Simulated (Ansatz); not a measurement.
# C2H2AlCl: how energies converge with the basis set

An exercise on one series of results from a longer session: the logs are not shown, and one member is left open.

Program: Ansatz 0.2.0, Gaussian basis. Level of theory: one geometry, several basis sets. These are calculated values, not measurements.

Plan: PBE0-D4/def2-SVP; ωB97M-V/def2-SVP; PBE0-D4/def2-QZVPP; ωB97M-V/def2-QZVPP; the functionals' def2-TZVPP values are taken from earlier runs.

### The relaxed structure

An earlier PBE0-D4 in a triple-zeta def2 set relaxation fixed the geometry.

6 atoms, charge 0, spin multiplicity 1.

Atoms are counted from 1 here; the program's logs count them from 0.

Bond lengths: Cl1–C2 1.720 Å, C2–C3 1.359 Å, C2–Al4 1.856 Å, C3–Al4 1.863 Å, C3–H5 1.087 Å, Al4–H6 1.569 Å. Angles: Cl1–C2–C3 128.2°, Cl1–C2–Al4 163.0°, C3–C2–Al4 68.9°, C2–C3–Al4 68.3°, C2–C3–H5 128.8°, Al4–C3–H5 162.9°, C2–Al4–C3 42.9°, C2–Al4–H6 158.7°, C3–Al4–H6 158.4°.

Set-up of the first run:

Contents of in.yaml:

```yaml
crystal:
  periodic: [false, false, false]
  atoms:
    - {symbol: Cl, position_ang: [-0.623366, -2.402426, 0.113798]}
    - {symbol: C, position_ang: [-0.311695, -0.714373, 0.004562]}
    - {symbol: C, position_ang: [0.874354, -0.067893, 0.150789]}
    - {symbol: Al, position_ang: [-0.516887, 1.117898, -0.209815]}
    - {symbol: H, position_ang: [1.855312, -0.485027, 0.364290]}
    - {symbol: H, position_ang: [-1.235617, 2.487821, -0.469823]}
basis:
  gaussian: {orbitals: def2-SVP}
hamiltonian: {xc: pbe0, dispersion: d4}
output: {orbitals: {seedname: orbitals}}
```

Started as:

```console
ansatz run in.yaml --threads 2 --pin off --events-out ev --progress --plain --max-ram 4352MiB
```

Steps of the session up to this table: PBE0-D4 in def2-SVP; ωB97M-V in def2-SVP; PBE0-D4 in def2-QZVPP; ωB97M-V in def2-QZVPP.

One of the session's tables, all rows but one given; the rest of the session is left out.

It belongs to the step «Functionals by basis». 

```
functional       basis  HOMO (eV)
   PBE0-D4    def2-SVP      -6.96
   PBE0-D4  def2-TZVPP      -7.05
   PBE0-D4  def2-QZVPP          ?
   ωB97M-V    def2-SVP      -9.05
   ωB97M-V  def2-TZVPP      -9.17
   ωB97M-V  def2-QZVPP      -9.20
```

**Question.** Estimate the row for PBE0-D4, def2-QZVPP.

As computed: HOMO (eV): -7.07. In the column «HOMO (eV)» it lies between ωB97M-V, def2-SVP (-9.05) and PBE0-D4, def2-TZVPP (-7.05).
